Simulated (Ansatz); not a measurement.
**H₉MgNOSi₃: up Jacob's ladder to CCSD(T)**

An exercise on one series of results from a longer session: the logs are not shown, and one member is left open.

Computed with Ansatz 0.2.0, Gaussian basis. Level: functionals in def2-TZVPP, the program's frozen cores in correlated methods.

The runs, in order: LDA (SPW92), PBE-D4, revPBE-D4, BLYP-D4, r2SCAN-D4, B97M-V, PBE0-D4, B3LYP-D4, r2SCANh-D4, r2SCAN0-D4, HSE06-D4, BHLYP-D4, CAM-B3LYP-D4, LC-ωPBE, ωB97X-V, ωB97M-V, B2PLYP, PBE-QIDH; CCSD(T)/def2-SVP; CCSD(T)/def2-TZVPP; MP2/def2-QZVPP; extrapolation to the limit; RPA on PBE.

## The geometry

All runs share one geometry, relaxed beforehand with PBE0-D4 in a triple-zeta def2 set.

SMILES `[SiH3][O][Mg][N]([SiH3])[SiH3]`, 15 atoms, charge 0, spin multiplicity 1.

Atoms are counted from 1 here; the program's logs count them from 0.

Bond lengths: Si1–O2 1.613 Å, Si1–H7 1.492 Å, Si1–H8 1.492 Å, Si1–H9 1.492 Å, O2–Mg3 1.784 Å, Mg3–N4 1.912 Å, N4–Si5 1.711 Å, N4–Si6 1.711 Å, Si5–H10 1.491 Å, Si5–H11 1.491 Å, Si5–H12 1.500 Å, Si6–H13 1.491 Å, Si6–H14 1.500 Å, Si6–H15 1.491 Å. Angles: O2–Si1–H7 111.3°, O2–Si1–H8 111.3°, O2–Si1–H9 111.3°, H7–Si1–H8 107.6°, H7–Si1–H9 107.6°, H8–Si1–H9 107.6°, Si1–O2–Mg3 179.7°, O2–Mg3–N4 179.9°, Mg3–N4–Si5 116.9°, Mg3–N4–Si6 116.7°, Si5–N4–Si6 126.5°, N4–Si5–H10 113.6°, N4–Si5–H11 113.6°, N4–Si5–H12 106.9°, H10–Si5–H11 107.5°, H10–Si5–H12 107.5°, H11–Si5–H12 107.5°, N4–Si6–H13 113.6° and more.

The first run:

Contents of in.yaml:

```yaml
crystal:
  periodic: [false, false, false]
  atoms:
    - {symbol: Si, position_ang: [-1.793498, -3.319764, 1.014642]}
    - {symbol: O, position_ang: [-1.052177, -1.948062, 0.602831]}
    - {symbol: Mg, position_ang: [-0.233399, -0.432568, 0.138935]}
    - {symbol: N, position_ang: [0.644635, 1.190406, -0.361420]}
    - {symbol: Si, position_ang: [2.352602, 1.206994, -0.263645]}
    - {symbol: Si, position_ang: [-0.357483, 2.483293, -0.862543]}
    - {symbol: H, position_ang: [-2.140789, -3.332679, 2.465870]}
    - {symbol: H, position_ang: [-3.059104, -3.502718, 0.245473]}
    - {symbol: H, position_ang: [-0.926800, -4.504637, 0.746810]}
    - {symbol: H, position_ang: [2.884876, 2.218922, 0.692839]}
    - {symbol: H, position_ang: [3.022822, 1.434988, -1.575531]}
    - {symbol: H, position_ang: [2.773240, -0.146023, 0.229073]}
    - {symbol: H, position_ang: [-0.246275, 3.693231, 0.001065]}
    - {symbol: H, position_ang: [-1.773136, 1.994284, -0.775388]}
    - {symbol: H, position_ang: [-0.117414, 2.913734, -2.269410]}
basis:
  gaussian: {orbitals: def2-TZVPP}
hamiltonian: {xc: lda}
output: {orbitals: {seedname: orbitals}}
```

On the command line:

```console
ansatz run in.yaml --threads 2 --pin off --events-out ev --progress --plain --max-ram 20480MiB --backend cuda --devices 0, --max-vram 18GiB
```

Among the steps run: LDA; PBE-D4 (GGA); revPBE-D4 (GGA); BLYP-D4 (GGA); r2SCAN-D4 (meta-GGA); B97M-V (meta-GGA); PBE0-D4 (hybrid); B3LYP-D4 (hybrid); r2SCANh-D4 (hybrid); r2SCAN0-D4 (hybrid); HSE06-D4 (hybrid); BHLYP-D4 (hybrid); CAM-B3LYP-D4 (range-separated); LC-ωPBE (range-separated); ωB97X-V (range-separated); ωB97M-V (range-separated); B2PLYP (double hybrid); PBE-QIDH (double hybrid).

One of the session's tables, all rows but one given; the rest of the session is left out.

It belongs to the step «Orbital energies across the functionals». 

```
  functional  HOMO (eV)  LUMO (eV)  gap (eV)
 LDA (SPW92)      -6.41      -2.70      3.71
      PBE-D4      -6.31      -2.44      3.87
   revPBE-D4      -6.26      -2.26      4.00
     BLYP-D4      -6.18      -2.36      3.82
   r2SCAN-D4      -6.58      -2.02      4.55
      B97M-V      -6.73      -2.47      4.26
     PBE0-D4      -7.55      -1.66      5.89
    B3LYP-D4      -7.33      -1.92      5.41
  r2SCANh-D4      -7.04      -1.78      5.26
  r2SCAN0-D4      -7.74      -1.43      6.31
    HSE06-D4      -7.15      -2.02      5.13
    BHLYP-D4          ?          ?         ?
CAM-B3LYP-D4      -8.89      -0.85      8.04
     LC-ωPBE     -10.24       0.33     10.56
     ωB97X-V      -9.90       0.09     10.00
     ωB97M-V      -9.81      -0.28      9.53
```

Estimate the missing values for BHLYP-D4.

Worked estimate for «HOMO (eV)». Against the share of exact exchange, BLYP-D4 (0, -6.18), B3LYP-D4 (0.2, -7.33) give a slope of -5.75 per unit share; at 0.5 the line stands at -9.05.

The run gave: HOMO (eV): -8.71; LUMO (eV): -1.00; gap (eV): 7.72. In «HOMO (eV)» the line misses by -0.34.
